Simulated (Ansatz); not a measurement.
# CoSi: the cost of one run

The runs use Ansatz 0.2.0, Gaussian basis; def2-TZVPP, core rule «outside noble gas», up to 14 orbitals frozen.

Plan: UHF; ROHF; CCSD(T) on UHF.

2 further runs of the same task are left out: 2 set aside as unsound or not needed.

### Step 1. The geometry

The geometry is a PBE0/def2-TZVP stationary point (not a proven minimum) of the parent state, kept for this charge and spin.

2 atoms, charge 1, spin multiplicity 3.

Atoms are counted from 1 here; the program's logs count them from 0.

Bond lengths: Co1–Si2 1.949 Å.

As a file:

```xyz
2

Co    0.00000    0.00000    0.00000
Si    0.00000    0.00000    1.94880
```

### Step 2. UHF

The input, in.yaml:

```yaml
crystal:
  periodic: [false, false, false]
  atoms:
    - {symbol: Co, position_ang: [0.000000, 0.000000, 0.000000]}
    - {symbol: Si, position_ang: [0.000000, 0.000000, 1.948800]}
basis:
  gaussian: {orbitals: def2-TZVPP}
total_charge: 1
magnetization: {spin_polarized: true, initial_magnetization: 2}
hamiltonian: {xc: hf}
output: {orbitals: {seedname: orbitals}}
```

The run is started by

```console
$ ansatz run in.yaml --threads 1 --pin off --events-out ev --progress --plain --max-ram 4096MiB --backend cpu
```

**Question.** How long does this run take on 1 thread of AMD EPYC 7R13, shared host, and how much memory does it need?

About 75 s, with a peak of 0.34 GiB.
